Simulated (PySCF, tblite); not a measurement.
# C₃H₅F₃Se₂Si: geometry, infrared bands and NMR shifts

Aim: predict the infrared bands and NMR shifts of C₃H₅F₃Se₂Si (`F/C(=C/C(F)F)[Se][SiH2][SeH]`).

The runs use tblite 0.8.0 and PySCF 2.14.0, with density-fitted response routines of our own; the level of theory stands in each step. All values are computed, except where a source is named. Atoms count from 0, in the outputs and in this text.

**1. The starting structure**

14 atoms, charge 0, multiplicity 1; geometry from: force field or distance geometry start.

Bonds of the start (Å): F0–C1 1.37, C1–C2 1.33, C2–C3 1.52, C3–F4 1.37, C3–F5 1.39, C1–Se6 1.93, Se6–Si7 2.29, Si7–Se8 2.28, C2–H9 1.09, C3–H10 1.10, Si7–H11 1.47, Si7–H12 1.46, Se8–H13 1.54.

**2. Relaxing the molecule with GFN2-xTB**

The job: settings as JSON, then the geometry in Å.

```
{"job": {"kind": "relax", "xc": "GFN2-xTB", "basis": "xTB"}, "charge": 0, "multiplicity": 1}
F      0.707900    -2.207100    -0.629600
C     -0.092200    -1.095400    -0.727300
C     -1.284100    -1.113000    -0.126400
C     -2.241700     0.062300    -0.188200
F     -2.649300     0.274000    -1.475300
F     -3.356700    -0.217700     0.594800
Se     0.585300     0.423200    -1.702700
Si     1.623000     1.238600     0.172000
Se     3.280600    -0.196500     0.811200
H     -1.601700    -2.000300     0.418600
H     -1.750400     0.965600     0.213300
H      0.634500     1.366500     1.258400
H      2.193400     2.551500    -0.123700
H      3.950700    -0.052200    -0.567300
```

Launch:

```bash
OMP_NUM_THREADS=1 python probes_run.py task.json out
```

One launch serves the whole session: the jobs run in the order shown.

**Question.** This job is followed by: GFN2-xTB harmonic vibrations, gas phase; GIAO PBE0/pcSseg-1 NMR shielding, non-relativistic, gas phase. What will the session give for the following? strongest single infrared mode (GFN2-xTB); zero-point energy (GFN2-xTB); ¹³C shifts against TMS (PBE0/pcSseg-1); ¹H shifts against TMS (PBE0/pcSseg-1, means over atoms taken as alike); ¹⁹F shifts against CFCl3 (PBE0/pcSseg-1, means over atoms taken as alike); ⁷⁷Se shifts against Me2Se (PBE0/pcSseg-1); ²⁹Si shifts against TMS (PBE0/pcSseg-1); surface potential, 1st and 99th percentile.

The runs gave:

| quantity | value |
| --- | --- |
| strongest single infrared mode (GFN2-xTB) | 686 cm⁻¹, 403 km/mol |
| zero-point energy (GFN2-xTB) | 43.6 kcal/mol |
| ¹³C shifts against TMS (PBE0/pcSseg-1) | 178.5, 120.0, 114.9 ppm |
| ¹H shifts against TMS (PBE0/pcSseg-1, means over atoms taken as alike) | 6.54, 6.13, 5.83, 1.19 ppm |
| ¹⁹F shifts against CFCl3 (PBE0/pcSseg-1, means over atoms taken as alike) | -66.1, -127.4 ppm |
| ⁷⁷Se shifts against Me2Se (PBE0/pcSseg-1) | 121, -328 ppm |
| ²⁹Si shifts against TMS (PBE0/pcSseg-1) | -13.9 ppm |
| surface potential, 1st and 99th percentile | -0.85 V and 1.45 V |

In words: Over 171 steps the energy fell by 0.446 eV; of the close pairs, Se8–H13 changed most, 1.540 to 1.436 Å. No mode is imaginary among the 36: a minimum at this level. The strongest single mode, at 686 cm⁻¹, moves mainly H12 and H13. Unscaled tight-binding wavenumbers are off by several per cent, some by more. Its intensities can rank the bands wrongly. H10 (hydrogen on an allylic sp3 CH bonded to 2 F) lies farthest downfield among hydrogen, at 6.54 ppm; its carbon carries F, which withdraws density. At PBE0/pcSseg-1: The largest span, 846 ppm, is at Se6, where the paramagnetic term is -1365 ppm. By nearest atom (PBE0/pcSseg-1), the HOMO sits on Se6 51 %; C2 18 % and the LUMO on Si7 25 %; Se6 25 %. Spin-orbit coupling is left out, which matters for shieldings and couplings at and beside the heavy atoms.
